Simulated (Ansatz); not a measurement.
GaF under changes of volume

One of the cells (23.058 Å³/atom); the others are scaled copies at fixed shape and fractional positions:

```
Ga F
1.0
     0.00000    2.84624    2.84624
     2.84624    0.00000    2.84624
     2.84624    2.84624    0.00000
Ga F
1 1
Direct
  0.25000 0.25000 0.25000
  0.00000 0.00000 0.00000
```

The cell was built by a generator and needn't be a form met in nature.

- Program: Ansatz 0.2.0
- Functional: PBE
- Potentials or basis: Ansatz PAW
- Cutoff: 420 eV (not typed: the program's choice for these potentials)
- k mesh: 8 × 8 × 8
- Occupations: fermi-dirac, width 0.05 eV
- Spin: no spin polarisation

| volume (Å³/atom) | energy over the lowest point (meV/atom) | pressure (GPa) | gap on the mesh (eV) |
| --- | --- | --- | --- |
| 21.674 | 7.41 | 1.8 | 2.01 |
| 22.135 | 3.19 | 1.2 | 2.11 |
| 22.596 | 0.74 | 0.5 | 2.19 |
| 23.058 | 0.00 | 0.0 | 2.27 |
| 23.519 | 0.69 | -0.5 | 2.35 |
| 23.980 | ? | ? | ? |
| 24.441 | 6.11 | -1.3 | 2.49 |

What does the run at 23.980 Å³/atom give?

Energy over the lowest point 2.76 meV/atom; pressure -0.9 GPa; gap on the mesh 2.42 eV.

Worked out: A Birch-Murnaghan fit of order 3 (a polynomial in V^(-2/3)) to the other rows has its minimum at 23.06 Å³/atom with B0 = V·E''(V) = 26 GPa and B' = 3.7. It gives 2.78 meV/atom at 23.980 Å³/atom, against the run's 2.76, and -dE/dV = -0.9 GPa, against -0.9. A straight line through the other rows of the gap, of slope 3.97 eV per unit of ln V, gives 2.42 eV, against the run's 2.42.

Energies are extrapolated to zero smearing.

A mesh can miss the band edges. Spin-orbit coupling on Ga is left out.
